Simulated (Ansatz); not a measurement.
# Sn3Te (I4/mmm) in Ansatz: equation of state

Aim: energy against volume of Sn3Te in PBEsol, for its equilibrium volume and stiffness.

Everything below comes from runs of Ansatz 0.2.0. Logs are shortened: lines on timing, memory, paths and dates and some standing lists are left out, and cuts for length are marked.

### Step 1. The crystal as given

The structure is tetragonal, space group I4/mmm (No. 139). The conventional cell has a = 4.602 Å, b = 4.602 Å, c = 11.033 Å, α = 90.00°, β = 90.00°, γ = 90.00°. Around Te (site symmetry 4/mmm) lie 12 Sn at 3.25 to 3.59 Å. Sn (site symmetry 4/mmm) has 4 Te at 3.25 Å and 8 Sn at 3.59 Å as nearest neighbours. Sn (site symmetry -4m2) is surrounded by 8 Sn at 3.25 to 3.59 Å and 4 Te at 3.59 Å.

The cell comes from a database or a generator and needn't be the stable form of this composition.

### Step 2. Equation of state, PBEsol

Potentials or basis: all-electron LAPW, scalar-relativistic.

This step only gathers the single runs of the series.

What came out:

| Item | Value |
| --- | --- |
| Equilibrium volume | 27.33 Å³/atom (rough: see the caveat) |
| Bulk modulus at fixed shape and positions | 54 GPa (rough) |

Energy against volume, from the lowest point:
| volume (Å³/atom) | energy (meV/atom) |
| --- | --- |
| 27.453 | 0.00 |
| 28.037 | 2.81 |
| 28.621 | 9.25 |
| 29.205 | 18.88 |
| 29.789 | 31.32 |
| 30.373 | 46.26 |
| 30.958 | 63.40 |

Caveat: the minimum lies outside the volumes run; the cell was scaled at fixed shape and fractional positions, which overstates the stiffness of a crystal with free parameters, most of all of layers and chains.
